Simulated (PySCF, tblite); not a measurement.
**C5H11NO3Si: geometry, infrared bands and NMR shifts**

Wanted: the infrared bands and NMR shifts of C5H11NO3Si (`C=C(CO[Si@H](N)O)C(C)=O`), by calculation.

Programs: tblite 0.8.0 and PySCF 2.14.0, with density-fitted response routines of our own. Each step states its level of theory. These are calculated values for one molecule in the gas phase, unless marked as measured. Atoms count from 0, in the outputs and in this text.

## 1. Starting geometry

21 atoms, charge 0, multiplicity 1; geometry from: force field or distance geometry start.

Bonds of the start (Å): C0–C1 1.33, C1–C2 1.47, C2–O3 1.42, O3–Si4 1.72, Si4–N5 1.79, Si4–O6 1.73, C1–C7 1.47, C7–C8 1.49, C7–O9 1.27, C0–H10 1.10, C0–H11 1.07, C2–H12 1.11, C2–H13 1.09, Si4–H14 1.45, N5–H15 1.04, N5–H16 1.05, O6–H17 0.98, C8–H18 1.12, C8–H19 1.10, C8–H20 1.11.

## 2. Optimising the geometry with GFN2-xTB

Job settings and geometry (Å):

```
{"job": {"kind": "relax", "xc": "GFN2-xTB", "basis": "xTB"}, "charge": 0, "multiplicity": 1}
C      2.009700    -1.350600    -0.331500
C      1.272600    -0.372400     0.182500
C     -0.092400    -0.668500     0.645800
O     -0.953400     0.172600    -0.108500
Si    -2.568700    -0.142900     0.403500
N     -3.618100    -0.549900    -0.986200
O     -3.123000     1.333400     1.108200
C      1.873900     0.966400     0.314400
C      3.267300     1.252200    -0.143400
O      1.121300     1.847700     0.823100
H      1.510400    -2.329300    -0.397300
H      3.009800    -1.223900    -0.681000
H     -0.384600    -1.702100     0.365300
H     -0.260900    -0.555700     1.716300
H     -2.534200    -1.226000     1.362800
H     -3.826600    -1.568900    -1.031000
H     -4.501200     0.019100    -0.997400
H     -3.090000     2.073600     0.468400
H      3.421100     2.352200    -0.275200
H      3.449100     0.756800    -1.113600
H      4.009000     0.933100     0.615400
```

Launch:

```
OMP_NUM_THREADS=1 python probes_run.py task.json out
```

One launch serves the whole session: the jobs run in the order shown.

The program printed:

```text
step      E/eV     max force
  0    -903.13397    4.476
  1    -903.54982    4.564
  2    -903.78627    0.810
  3    -903.84870    0.682
  4    -903.89575    0.473
  5    -903.92291    0.590
  6    -903.95386    0.781
  7    -904.00713    0.693
  8    -904.03810    0.482
  9    -904.06021    0.511
 10    -904.08693    0.467
 11    -904.11515    0.643
 12    -904.14135    0.580
 13    -904.16007    0.276
 14    -904.16890    0.211
 15    -904.17544    0.281
 16    -904.18456    0.299
 17    -904.19249    0.231
 18    -904.19916    0.185
 19    -904.20557    0.183
 20    -904.21212    0.234
 21    -904.22126    0.270
 22    -904.23320    0.321
 23    -904.24621    0.249
 24    -904.25785    0.247
 25    -904.26703    0.199
 26    -904.27386    0.233
 27    -904.28172    0.279
 28    -904.29034    0.252
 29    -904.30046    0.223
 30    -904.30832    0.185
 31    -904.31486    0.173
 32    -904.32405    0.287
 33    -904.33468    0.306
 34    -904.34370    0.349
 35    -904.34963    0.216
 36    -904.35498    0.182
 37    -904.35922    0.213
 38    -904.36258    0.147
 39    -904.36583    0.130
 40    -904.36868    0.109
 41    -904.37077    0.098
 42    -904.37239    0.101
 43    -904.37432    0.128
 44    -904.37697    0.182
 45    -904.38073    0.174
 46    -904.38514    0.151
 47    -904.38914    0.137
 48    -904.39218    0.144
 49    -904.39619    0.192
 50    -904.39948    0.164
 51    -904.40354    0.182
 52    -904.40734    0.170
 53    -904.41306    0.173
 54    -904.41708    0.175
 55    -904.42203    0.197
 56    -904.42648    0.195
 57    -904.43281    0.176
 58    -904.43975    0.176
 59    -904.44620    0.220
 60    -904.44902    0.348
 61    -904.45550    0.184
 62    -904.45924    0.293
 63    -904.46557    0.162
 64    -904.47242    0.191
 65    -904.47902    0.283
 66    -904.48494    0.169
 67    -904.49179    0.268
 68    -904.49870    0.222
 69    -904.50415    0.178
 70    -904.50991    0.174
 71    -904.51547    0.233
 72    -904.52168    0.250
 73    -904.52525    0.129
 74    -904.52814    0.111
 75    -904.53028    0.094
 76    -904.53225    0.085
 77    -904.53332    0.090
 78    -904.53406    0.092
 79    -904.53494    0.085
 80    -904.53588    0.085
 81    -904.53723    0.065
 82    -904.53796    0.054
 83    -904.53869    0.064
 84    -904.53917    0.063
 85    -904.53978    0.066
 86    -904.54042    0.065
 87    -904.54104    0.054
 88    -904.54152    0.063
 89    -904.54197    0.067
 90    -904.54248    0.051
 91    -904.54304    0.054
 92    -904.54353    0.049
 93    -904.54391    0.044
 94    -904.54423    0.047
 95    -904.54460    0.045
 96    -904.54502    0.049
 97    -904.54539    0.041
 98    -904.54563    0.050
 99    -904.54579    0.039
100    -904.54591    0.027
101    -904.54605    0.027
102    -904.54618    0.023
103    -904.54628    0.032
104    -904.54638    0.026
105    -904.54651    0.026
106    -904.54669    0.036
107    -904.54687    0.040
108    -904.54705    0.030
109    -904.54722    0.031
110    -904.54743    0.037
111    -904.54771    0.038
112    -904.54797    0.039
113    -904.54816    0.043
114    -904.54833    0.038
115    -904.54852    0.029
116    -904.54871    0.033
117    -904.54886    0.031
118    -904.54896    0.021
119    -904.54905    0.024
120    -904.54913    0.023
121    -904.54922    0.018
122    -904.54931    0.023
123    -904.54938    0.018
124    -904.54944    0.018
125    -904.54949    0.018
126    -904.54952    0.014
127    -904.54956    0.011
128    -904.54958    0.011
129    -904.54961    0.011
130    -904.54964    0.011
131    -904.54968    0.012
132    -904.54973    0.015
133    -904.54978    0.014
134    -904.54982    0.014
135    -904.54985    0.014
136    -904.54987    0.012
137    -904.54990    0.014
138    -904.54995    0.017
139    -904.55002    0.024
140    -904.55011    0.028
141    -904.55023    0.025
142    -904.55036    0.021
143    -904.55045    0.018
144    -904.55052    0.017
145    -904.55056    0.015
146    -904.55060    0.012
147    -904.55065    0.017
148    -904.55070    0.019
149    -904.55077    0.020
150    -904.55088    0.025
151    -904.55101    0.025
152    -904.55114    0.024
153    -904.55125    0.021
154    -904.55134    0.022
155    -904.55142    0.026
156    -904.55152    0.029
157    -904.55165    0.036
158    -904.55182    0.042
159    -904.55204    0.036
160    -904.55223    0.027
161    -904.55237    0.022
162    -904.55247    0.023
163    -904.55258    0.024
164    -904.55273    0.027
165    -904.55290    0.039
166    -904.55310    0.032
167    -904.55331    0.029
168    -904.55357    0.040
169    -904.55388    0.051
170    -904.55434    0.062
171    -904.55480    0.060
172    -904.55549    0.069
173    -904.55602    0.061
174    -904.55679    0.072
175    -904.55722    0.098
176    -904.55775    0.049
177    -904.55809    0.066
178    -904.55848    0.056
179    -904.55895    0.064
180    -904.55928    0.079
181    -904.55949    0.068
182    -904.55975    0.059
183    -904.56002    0.041
184    -904.56041    0.029
185    -904.56077    0.043
186    -904.56121    0.048
187    -904.56150    0.075
188    -904.56178    0.084
189    -904.56216    0.047
190    -904.56244    0.031
191    -904.56280    0.036
192    -904.56316    0.045
193    -904.56356    0.054
194    -904.56412    0.070
195    -904.56483    0.066
196    -904.56533    0.093
197    -904.56606    0.057
198    -904.56669    0.084
199    -904.56757    0.079
200    -904.56856    0.089
201    -904.56930    0.079
202    -904.56920    0.101
203    -904.57032    0.047
204    -904.57065    0.062
205    -904.57117    0.055
206    -904.57156    0.065
207    -904.57191    0.037
208    -904.57216    0.031
209    -904.57232    0.023
210    -904.57242    0.030
211    -904.57250    0.021
212    -904.57259    0.020
213    -904.57276    0.029
214    -904.57288    0.036
215    -904.57299    0.033
216    -904.57308    0.021
217    -904.57315    0.018
218    -904.57319    0.019
219    -904.57324    0.013
220    -904.57327    0.016
221    -904.57330    0.012
222    -904.57332    0.012
223    -904.57334    0.013
224    -904.57337    0.011
225    -904.57339    0.013
226    -904.57341    0.015
227    -904.57344    0.014
228    -904.57347    0.014
229    -904.57351    0.020
230    -904.57357    0.019
231    -904.57363    0.021
232    -904.57371    0.018
233    -904.57381    0.021
234    -904.57393    0.022
235    -904.57404    0.030
236    -904.57415    0.030
237    -904.57431    0.034
238    -904.57455    0.036
239    -904.57507    0.061
240    -904.57570    0.075
241    -904.57330    0.353
242    -904.57701    0.127
243    -904.57774    0.050
244    -904.57874    0.097
245    -904.57934    0.176
246    -904.58046    0.102
247    -904.58138    0.056
248    -904.58232    0.072
249    -904.58318    0.086
250    -904.58387    0.087
251    -904.58476    0.091
252    -904.58533    0.131
253    -904.58594    0.063
254    -904.58639    0.045
255    -904.58726    0.068
256    -904.58774    0.066
257    -904.58854    0.057
258    -904.58916    0.053
259    -904.58943    0.085
260    -904.58967    0.058
261    -904.58992    0.038
262    -904.59002    0.022
263    -904.59009    0.021
264    -904.59013    0.009
```

It took 4.2 s on 1 thread of Arm Neoverse N1, shared host.

Along the way: (not every step is listed)

```tsv
step	energy from step 0 (eV)	largest force (eV/Å)
0	0.0000	4.4756
1	-0.4158	4.5641
2	-0.6523	0.8104
3	-0.7147	0.6815
4	-0.7618	0.4734
5	-0.7889	0.5897
6	-0.8199	0.7808
7	-0.8732	0.6929
8	-0.9041	0.4820
33	-1.2007	0.3059
58	-1.3058	0.1760
83	-1.4047	0.0640
108	-1.4131	0.0304
133	-1.4158	0.0136
158	-1.4179	0.0417
183	-1.4261	0.0406
208	-1.4382	0.0307
233	-1.4398	0.0210
258	-1.4552	0.0530
259	-1.4555	0.0849
260	-1.4557	0.0578
261	-1.4560	0.0377
262	-1.4561	0.0217
263	-1.4561	0.0213
264	-1.4562	0.0087
```

Distances of close pairs at the start and the end, largest changes first:

```tsv
bond	before (Å)	after (Å)	change (Å)
Si4–O6	1.727	1.616	-0.111
O3–Si4	1.724	1.639	-0.085
Si4–N5	1.788	1.727	-0.061
C7–O9	1.266	1.211	-0.054
N5–H16	1.051	1.007	-0.044
C1–C2	1.472	1.510	+0.038
N5–H15	1.041	1.007	-0.034
C8–H18	1.118	1.087	-0.032
```

The next job starts from the end point, and lists it.

## 3. Infrared spectrum with GFN2-xTB

Job settings and geometry (Å):

```
{"job": {"kind": "ir", "xc": "GFN2-xTB", "basis": "xTB"}, "charge": 0, "multiplicity": 1}
C      2.426890    -1.354265     0.513360
C      1.287587    -0.689007     0.630263
C     -0.008308    -1.318774     1.081210
O     -1.006593    -1.090365     0.133413
Si    -2.261073    -0.046726     0.283412
N     -2.344486     0.615176    -1.309953
O     -2.052815     1.104518     1.398251
C      1.163547     0.769417     0.338198
C      1.557237     1.182118    -1.047822
O      0.703345     1.542581     1.149157
H      2.492008    -2.402863     0.750881
H      3.345286    -0.871530     0.223647
H      0.116875    -2.400809     1.198819
H     -0.285736    -0.886002     2.050790
H     -3.419836    -0.756847     0.808816
H     -2.316795    -0.036994    -2.076820
H     -3.074187     1.289604    -1.471797
H     -1.208161     1.557894     1.471627
H      1.658623     2.262259    -1.112083
H      0.748801     0.862809    -1.706816
H      2.468873     0.684749    -1.365981
```

The program printed:

```text
mode    cm-1     km/mol
  1      18.4      2.77
  2      42.2      1.40
  3      51.0      5.90
  4     122.3      8.25
  5     125.9      3.43
  6     136.5      0.49
  7     181.9      2.08
  8     189.4      2.66
  9     224.4      4.69
 10     269.5     14.04
 11     282.6      6.71
 12     324.7     33.77
 13     344.3      7.87
 14     379.8     23.31
 15     445.4     91.77
 16     476.5     47.72
 17     571.9      6.85
 18     618.0     96.10
 19     632.2    126.84
 20     684.6     62.88
 21     698.6      5.66
 22     719.3     96.24
 23     747.9     11.39
 24     759.5     25.66
 25     818.0      6.23
 26     883.0    175.84
 27     901.6    448.75
 28     910.3     36.90
 29     936.6     16.36
 30     961.9    198.65
 31     975.7     31.63
 32     981.4     51.62
 33    1010.5      6.31
 34    1115.0     79.59
 35    1130.4    234.89
 36    1216.0     44.01
 37    1253.9     58.58
 38    1313.8      5.48
 39    1356.1     42.42
 40    1410.0      1.49
 41    1436.3     13.51
 42    1442.1     12.23
 43    1456.0      0.20
 44    1523.9     56.26
 45    1701.3      5.66
 46    1734.0    302.23
 47    2302.2    305.96
 48    2892.9     28.97
 49    2922.0     52.53
 50    3003.0      0.63
 51    3045.4      4.55
 52    3057.2     12.27
 53    3099.1     12.53
 54    3123.3     25.76
 55    3487.6      2.69
 56    3514.5    108.56
 57    3521.0      3.52
```

It took 1.8 s on 1 thread of Arm Neoverse N1, shared host.

Which atoms move in the most intense modes:

```tsv
cm⁻¹	km/mol	atoms
632	126.8	H15 26 %, H16 21 %, C1 14 %, N5 13 %
883	175.8	Si4 33 %, N5 30 %, H16 19 %
902	448.8	H17 76 %
962	198.7	Si4 43 %, O6 33 %
1130	234.9	O3 35 %, C2 34 %
1734	302.2	C7 62 %, O9 37 %
2302	306.0	H14 97 %
3514	108.6	H17 93 %
```

## 4. Nuclear shieldings: PBE0/pcSseg-1

Same as in step 3 but for these lines:

```diff
@@ -1,2 +1,2 @@
-{"job": {"kind": "ir", "xc": "GFN2-xTB", "basis": "xTB"}, "charge": 0, "multiplicity": 1}
+{"job": {"kind": "nmr", "xc": "PBE0", "basis": "pcSseg-1"}, "charge": 0, "multiplicity": 1}
 C      2.426890    -1.354265     0.513360
```

Method: GIAO PBE0/pcSseg-1 NMR shielding, non-relativistic, gas phase.

The program printed:

```text
coarse grid: 18200 points
cycle   1  E = -766.0828320165  dE =  1.553e+00  |g| = 1.207e+00  |ddm| = 4.203e+00
cycle   2  E = -765.6005009755  dE =  4.823e-01  |g| = 2.007e+00  |ddm| = 2.674e+00
cycle   3  E = -766.3304963171  dE = -7.300e-01  |g| = 3.216e-01  |ddm| = 2.008e+00
cycle   4  E = -766.3502361775  dE = -1.974e-02  |g| = 9.435e-02  |ddm| = 3.207e-01
cycle   5  E = -766.3516511952  dE = -1.415e-03  |g| = 2.684e-02  |ddm| = 8.306e-02
cycle   6  E = -766.3517960129  dE = -1.448e-04  |g| = 6.549e-03  |ddm| = 2.510e-02
cycle   7  E = -766.3518040092  dE = -7.996e-06  |g| = 2.191e-03  |ddm| = 6.415e-03
final grid: 171680 points
cycle   8  E = -766.4389332443  dE = -3.683e-05  |g| = 1.695e-02  |ddm| = 4.691e-02
cycle   9  E = -766.4388290287  dE =  1.042e-04  |g| = 2.905e-02  |ddm| = 3.487e-02
cycle  10  E = -766.4389858532  dE = -1.568e-04  |g| = 3.462e-03  |ddm| = 2.356e-02
cycle  11  E = -766.4389880050  dE = -2.152e-06  |g| = 4.676e-04  |ddm| = 2.718e-03
cycle  12  E = -766.4389880413  dE = -3.633e-08  |g| = 1.993e-04  |ddm| = 5.485e-04
cycle  13  E = -766.4389880499  dE = -8.606e-09  |g| = 5.070e-05  |ddm| = 2.105e-04
cycle  14  E = -766.4389880504  dE = -4.625e-10  |g| = 2.169e-05  |ddm| = 5.562e-05
converged SCF energy = -766.4389880504

GIAO shielding tensors (ppm)
atom      isotropic    diamagn.    paramagn.     s11        s22        s33       span
  0 C       65.305     251.438    -186.133    -42.417     73.364    164.967    207.384
  1 C       23.375     269.138    -245.763    -84.553     26.127    128.551    213.104
  2 C      118.331     242.627    -124.297     91.394    116.089    147.509     56.115
  3 O      283.203     403.243    -120.040    233.277    293.809    322.522     89.245
  4 Si     392.258     882.259    -490.001    370.821    397.169    408.785     37.963
  5 N      232.931     317.048     -84.117    208.524    226.196    264.073     55.548
  6 O      276.672     393.141    -116.469    248.286    265.215    316.516     68.230
  7 C      -34.378     250.226    -284.604   -116.637    -86.249     99.752    216.389
  8 C      149.513     255.634    -106.121    124.443    136.357    187.739     63.296
  9 O     -299.565     404.800    -704.364   -888.395   -376.894    366.594   1254.989
 10 H       25.941      30.702      -4.761     22.617     25.476     29.730      7.113
 11 H       26.172      31.277      -5.104     22.959     25.430     30.127      7.168
 12 H       27.468      30.688      -3.220     22.722     26.654     33.026     10.304
 13 H       26.461      31.084      -4.623     23.295     26.013     30.075      6.780
 14 H       27.097      28.807      -1.710     23.577     23.946     33.769     10.192
 15 H       31.117      32.353      -1.236     24.594     27.698     41.058     16.463
 16 H       31.313      29.315       1.998     24.783     26.481     42.674     17.892
 17 H       28.172      35.103      -6.931     17.594     23.144     43.779     26.185
 18 H       29.471      30.891      -1.420     26.097     27.731     34.584      8.487
 19 H       28.843      33.331      -4.488     25.701     28.693     32.135      6.434
 20 H       28.859      32.106      -3.247     25.003     29.561     32.014      7.011
```

Run time: 1.7 min. Hardware: 1 thread of Arm Neoverse N1, shared host; peak memory 1.1 GiB.

Shifts follow as δ = σ(reference) − σ, with reference shieldings (ppm) from runs at the same level and on the same kind of geometry: ¹H TMS 31.72, ¹³C TMS 186.9, ²⁹Si TMS 349.2, ¹⁵N NH3 267.7, ¹⁷O H2O 336.1. The references are single molecules in the gas phase, so shifts against H2O, NH3, PH3, H3PO4 or CFCl3 are not on the usual liquid scales and can be off by tens of ppm. Atoms listed in one row are averaged.

```tsv
atoms	environment	σ (ppm)	δ (ppm)	δ scaled to CDCl3
C7	ketone carbonyl carbon	-34.4	221.3	214.1
C1	α carbon of a C=C–C=O unit	23.4	163.6	157.7
C0	β carbon of a C=C–C=O unit	65.3	121.6	116.8
C2	allylic sp3 CH2 bonded to O	118.3	68.6	65.0
C8	methyl carbon α to a carbonyl	149.5	37.4	34.6
H10	hydrogen on a β carbon of a C=C–C=O unit	25.94	5.78	5.55
H11	hydrogen on a β carbon of a C=C–C=O unit	26.17	5.54	5.33
H13	hydrogen on an allylic sp3 CH2 bonded to O	26.46	5.26	5.06
H14	hydrogen on a silicon bonded to N, 2 O	27.10	4.62	–
H12	hydrogen on an allylic sp3 CH2 bonded to O	27.47	4.25	4.11
H17	hydrogen on an oxygen bonded to Si	28.17	3.54	–
H18, H19, H20	hydrogen on a methyl carbon α to a carbonyl	29.06	2.66	2.61
H15, H16	hydrogen on a nitrogen bonded to Si	31.21	0.50	–
O9	ketone oxygen	-299.6	635.6	–
O6	oxygen bonded to Si, H	276.7	59.4	–
O3	oxygen bonded to C, Si	283.2	52.9	–
Si4	silicon bonded to N, 2 O, H	392.3	-43.1	–
N5	nitrogen bonded to Si, 2 H	232.9	34.8	–
```

The scaled column applies a straight-line fit of computed shieldings to shifts measured in CDCl3 (root-mean-square error 0.16 ppm for H, 1.9 ppm for C).

The run also stored atomic charges by several schemes (e):

```tsv
atoms	Mulliken	IAO	Hirshfeld	ESP fit
C0	-0.02	-0.30	-0.08	-0.46
C1	-0.41	-0.04	0.00	-0.07
C2	0.19	-0.04	0.01	0.09
O3	-0.66	-0.66	-0.23	-0.46
Si4	1.12	1.39	0.47	0.97
N5	-0.63	-0.87	-0.32	-1.06
O6	-0.57	-0.80	-0.31	-0.69
C7	0.26	0.41	0.18	0.73
C8	-0.24	-0.47	-0.12	-0.59
O9	-0.41	-0.42	-0.20	-0.55
```

Mayer bond orders: C0–C1 1.97, C1–C2 1.01, C2–O3 0.92, O3–Si4 0.91, Si4–N5 1.02, Si4–O6 1.07, C1–C7 0.92, C7–C8 1.03, C7–O9 1.92.

## 5. What came out

```
                                                              quantity                                               value
                             strongest single infrared mode (GFN2-xTB)                                902 cm⁻¹, 449 km/mol
                                          zero-point energy (GFN2-xTB)                                       99.3 kcal/mol
                                ¹³C shifts against TMS (PBE0/pcSseg-1)                 221.3, 163.6, 121.6, 68.6, 37.4 ppm
¹H shifts against TMS (PBE0/pcSseg-1, means over atoms taken as alike)  5.78, 5.54, 5.26, 4.62, 4.25, 3.54, 2.66, 0.50 ppm
                                ¹⁷O shifts against H2O (PBE0/pcSseg-1)                               635.6, 59.4, 52.9 ppm
                               ²⁹Si shifts against TMS (PBE0/pcSseg-1)                                           -43.1 ppm
                                ¹⁵N shifts against NH3 (PBE0/pcSseg-1)                                            34.8 ppm
```

In words: Relaxing lowered the energy by 1.456 eV in 264 steps; the close pair that moved most is Si4–O6, from 1.727 to 1.616 Å. No mode is imaginary among the 57: a minimum at this level. The strongest single mode, at 902 cm⁻¹, moves mainly H17. Unscaled tight-binding wavenumbers are off by several per cent, some by more. Its intensities can rank the bands wrongly. C7 (ketone carbonyl carbon) lies farthest downfield among carbon, at 221.3 ppm; low-lying n→π* states of the double bond to the heteroatom give a large paramagnetic term (-285 ppm). At PBE0/pcSseg-1: The widest tensor belongs to O9: span 1255 ppm, with a paramagnetic part of -704 ppm.
